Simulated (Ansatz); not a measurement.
# BClH₄N₂: a ladder of functionals and wavefunction methods

An exercise on one series of results from a longer session: the logs are not shown, and one member is left open.

Computed with Ansatz 0.2.0, Gaussian basis. Level: functionals in def2-TZVPP, the program's frozen cores in correlated methods.

The runs, in order: LDA (SPW92), PBE-D4, revPBE-D4, BLYP-D4, r2SCAN-D4, B97M-V, PBE0-D4, B3LYP-D4, r2SCANh-D4, r2SCAN0-D4, HSE06-D4, BHLYP-D4, CAM-B3LYP-D4, LC-ωPBE, ωB97X-V, ωB97M-V, B2PLYP, PBE-QIDH; CCSD(T)/def2-SVP; CCSD(T)/def2-TZVPP; MP2/def2-QZVPP; extrapolation to the limit; RPA on PBE.

**The geometry**

The geometry comes from an earlier relaxation with PBE0-D4 in a triple-zeta def2 set; it is a stationary point, not always the lowest conformer.

8 atoms, charge 0, spin multiplicity 1.

Atoms are counted from 1 here; the program's logs count them from 0.

Bond lengths: N1–B2 1.404 Å, N1–H5 1.003 Å, N1–H6 1.004 Å, B2–N3 1.404 Å, B2–Cl4 1.790 Å, N3–H7 1.003 Å, N3–H8 1.004 Å. Angles: B2–N1–H5 121.8°, B2–N1–H6 123.7°, H5–N1–H6 114.5°, N1–B2–N3 124.6°, N1–B2–Cl4 117.7°, N3–B2–Cl4 117.7°, B2–N3–H7 121.8°, B2–N3–H8 123.7°, H7–N3–H8 114.5°.

Set-up of the first run:

Input file in.yaml:

```yaml
crystal:
  periodic: [false, false, false]
  atoms:
    - {symbol: N, position_ang: [-0.208041, 1.232158, -0.182996]}
    - {symbol: B, position_ang: [-0.246561, -0.169739, -0.246700]}
    - {symbol: N, position_ang: [0.583032, -1.024699, 0.496048]}
    - {symbol: Cl, position_ang: [-1.437172, -0.919852, -1.352728]}
    - {symbol: H, position_ang: [-0.821632, 1.803057, -0.733595]}
    - {symbol: H, position_ang: [0.422791, 1.745401, 0.405360]}
    - {symbol: H, position_ang: [0.519284, -2.022357, 0.417362]}
    - {symbol: H, position_ang: [1.280398, -0.701169, 1.141446]}
basis:
  gaussian: {orbitals: def2-TZVPP}
hamiltonian: {xc: lda}
output: {orbitals: {seedname: orbitals}}
```

The run is started by

```bash
ansatz run in.yaml --threads 4 --pin off --events-out ev --progress --plain --max-ram 10444MiB
```

Among the steps run: LDA; PBE-D4 (GGA); revPBE-D4 (GGA); BLYP-D4 (GGA); r2SCAN-D4 (meta-GGA); B97M-V (meta-GGA); B3LYP-D4 (hybrid); r2SCANh-D4 (hybrid); r2SCAN0-D4 (hybrid); HSE06-D4 (hybrid); BHLYP-D4 (hybrid); CAM-B3LYP-D4 (range-separated); LC-ωPBE (range-separated); ωB97X-V (range-separated); ωB97M-V (range-separated); B2PLYP (double hybrid); PBE-QIDH (double hybrid).

One of the session's tables, all rows but one given; the rest of the session is left out.

It belongs to the step «Orbital energies across the functionals». 

```
  functional  HOMO (eV)  LUMO (eV)  gap (eV)
 LDA (SPW92)      -6.08      -0.16      5.92
      PBE-D4      -5.90      -0.05      5.85
   revPBE-D4      -5.84       0.00      5.84
     BLYP-D4      -5.78      -0.10      5.67
   r2SCAN-D4      -6.21       0.76      6.97
      B97M-V      -6.28       0.17      6.45
     PBE0-D4      -7.34       0.74      8.07
    B3LYP-D4      -7.09       0.37      7.46
  r2SCANh-D4          ?          ?         ?
  r2SCAN0-D4      -7.56       1.27      8.83
    HSE06-D4      -6.93       0.38      7.30
    BHLYP-D4      -8.68       1.27      9.95
CAM-B3LYP-D4      -8.78       1.43     10.21
     LC-ωPBE     -10.21       2.74     12.95
     ωB97X-V      -9.81       2.53     12.34
     ωB97M-V      -9.70       2.02     11.73
```

Estimate the missing values for r2SCANh-D4.

Worked estimate for «HOMO (eV)». Against the share of exact exchange, r2SCAN-D4 (0, -6.21), r2SCAN0-D4 (0.25, -7.56) give a slope of -5.40 per unit share; at 0.1 the line stands at -6.75.

As computed: HOMO (eV): -6.75; LUMO (eV): 0.97; gap (eV): 7.72. In «HOMO (eV)» the line misses by 0.00.
